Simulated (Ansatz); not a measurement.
# EuAl2Zn2: the cost of one run

All numbers below are computed with Ansatz 0.2.0 (DFT PBEsol, scalar-relativistic, plane waves, PAW).

2 further runs of the same task are left out: 1 that didn't finish, 1 set aside as unsound or not needed.

### 1 The starting structure

The cell holds 19 atoms (Al8Eu3Zn8): a = 5.856 Å, b = 5.856 Å, c = 11.013 Å, α = 90.00°, β = 90.00°, γ = 90.00°.

As a file:

```xyz
19
Lattice="-4.1405 -4.1405 0.0000 4.1405 -4.1405 0.0000 0.0000 0.0000 11.0131" Properties=species:S:1:pos:R:3 pbc="T T T"
Al    0.0000   -2.0703    2.7533
Al    2.0703   -4.1405    8.2598
Al    0.0000   -6.2108    2.7533
Al   -2.0703   -4.1405    8.2598
Al    2.0703   -4.1405    2.7533
Al    0.0000   -2.0703    8.2598
Al   -2.0703   -4.1405    2.7533
Al    0.0000   -6.2108    8.2598
Eu   -2.0703   -2.0703    5.5066
Eu   -4.1405   -4.1405    0.0000
Eu   -2.0703   -6.2108    5.5066
Zn    0.0000   -4.1405    6.7207
Zn   -2.0703   -2.0703    1.2141
Zn   -4.1405   -4.1405    6.7207
Zn   -2.0703   -6.2108    1.2141
Zn    2.0703   -2.0703    9.7990
Zn    0.0000    0.0000    4.2924
Zn   -2.0703   -2.0703    9.7990
Zn    0.0000   -4.1405    4.2924
```

The host was relaxed before at PBEsol: a = 4.141 Å, b = 4.141 Å, c = 11.013 Å, α = 90.00°, β = 90.00°, γ = 90.00° (conventional cell), 18.881 Å³/atom.

Places, in fractions of the supercell: a vacancy on Eu at (0.500, 0.500, 0.000). The start keeps the symmetry of the ideal site.

### 2 The perfect crystal in the supercell of 20 atoms

File input.yaml:

```yaml
crystal:
  lattice:
    - [-4.1405187692, -4.1405187692, 0.0]
    - [4.1405187692, -4.1405187692, 0.0]
    - [0.0, 0.0, 11.0131097212]
  atoms:
    - { symbol: Al, position: [0.25, 0.25, 0.25] }
    - { symbol: Al, position: [0.25, 0.75, 0.75] }
    - { symbol: Al, position: [0.75, 0.75, 0.25] }
    - { symbol: Al, position: [0.75, 0.25, 0.75] }
    - { symbol: Al, position: [0.25, 0.75, 0.25] }
    - { symbol: Al, position: [0.25, 0.25, 0.75] }
    - { symbol: Al, position: [0.75, 0.25, 0.25] }
    - { symbol: Al, position: [0.75, 0.75, 0.75] }
    - { symbol: Eu, position: [0.5, 0.5, 0.0], spin: 7.33 }
    - { symbol: Eu, position: [0.5, 0.0, 0.5], spin: 7.33 }
    - { symbol: Eu, position: [1.0, 0.0, 0.0], spin: 7.33 }
    - { symbol: Eu, position: [1.0, 0.5, 0.5], spin: 7.33 }
    - { symbol: Zn, position: [0.5, 0.5, 0.6102421761] }
    - { symbol: Zn, position: [0.5, 0.0, 0.1102421761] }
    - { symbol: Zn, position: [1.0, 0.0, 0.6102421761] }
    - { symbol: Zn, position: [1.0, 0.5, 0.1102421761] }
    - { symbol: Zn, position: [0.0, 0.5, 0.8897578239] }
    - { symbol: Zn, position: [0.0, 0.0, 0.3897578239] }
    - { symbol: Zn, position: [0.5, 0.0, 0.8897578239] }
    - { symbol: Zn, position: [0.5, 0.5, 0.3897578239] }
basis:
  ecutwfc: 420
  xc_grid: 2
kpoints:
  mp_grid: { grid: [4, 4, 2], shift: [0.5, 0.5, 0.5] }
hamiltonian:
  xc: pbesol
scf:
  occupations: { method: gaussian, width: 0.05 }
  lower_state_search: "off"
output:
  forces: true
  stress: true
  eigenvalues: true
  populations: true
  hubbard: { sites: [{ species: Eu, l: f }] }
magnetization:
  spin_polarized: true
```

The run is started by

```bash
$ ansatz run input.yaml --threads 8 --pin off --max-ram 14336MiB --backend cpu --events-out ev --progress --plain --runs-dir out
```

Q: Estimate wall time and peak memory on 8 threads of Arm Neoverse V1, shared host.

About 6.5 s, with a peak of 1.5 GiB.
